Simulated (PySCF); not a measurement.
**CH4F2GeSe: electronic excitations**

Wanted: the electronic excitations of CH4F2GeSe (`F[CH](F)[GeH2][SeH]`), by calculation.

Computed with PySCF 2.14.0, with density-fitted response routines of our own, on a single molecule in the gas phase. Atoms count from 0, in the outputs and in this text.

## (1) Starting geometry

9 atoms, charge 0, multiplicity 1; geometry from: GFN2-xTB.

Bonds of the start (Å): F0–C1 1.36, C1–F2 1.36, C1–Ge3 2.02, Ge3–Se4 2.31, C1–H5 1.10, Ge3–H6 1.52, Ge3–H7 1.51, Se4–H8 1.44.

## (2) Excited states and response: B3LYP/def2-SVPD

What the job is given:

```
{"job": {"kind": "uv", "xc": "B3LYP", "basis": "def2-SVPD", "nstates": 8, "ntriplets": 3}, "charge": 0, "multiplicity": 1}
F     -0.655715     1.472423     0.859243
C     -1.081503     0.328532     0.257895
F     -1.655335     0.699183    -0.914344
Ge     0.502461    -0.864182    -0.119820
Se     2.168290     0.322578    -1.198954
H     -1.864105    -0.104926     0.890627
H      0.946009    -1.434026     1.212379
H      0.003558    -2.006458    -0.970164
H      1.649901     1.592870    -0.760325
```

Level: TDDFT B3LYP/def2-SVPD, vertical, gas phase, core orbitals frozen in the response.

Run with:

```bash
> OMP_NUM_THREADS=1 python probes_run.py task.json out
```

The driver reads the jobs from task.json and runs them one after another.

What will the session give for the following? lowest singlet (B3LYP/def2-SVPD); brightest single state of those computed; lowest triplet. Wanted: lowest singlet; brightest single state of those computed; lowest triplet.

**Answer**, as computed:

```
                                quantity                        value
        lowest singlet (B3LYP/def2-SVPD)  4.94 eV (251 nm), f = 0.014
brightest single state of those computed  state 7, 7.15 eV, f = 0.041
                          lowest triplet                      4.55 eV
```

The lowest singlet, at 4.94 eV, is HOMO→LUMO 0.91 and is weak; of the 8 states computed, the strongest absorption comes from state 7 at 7.15 eV. The lowest triplet lies 0.39 eV below the lowest singlet (triplets in Tamm-Dancoff, singlets in full TDDFT). States above −ε(HOMO) lie where TDDFT describes them poorly and they hang on the basis; the brightest is among them.
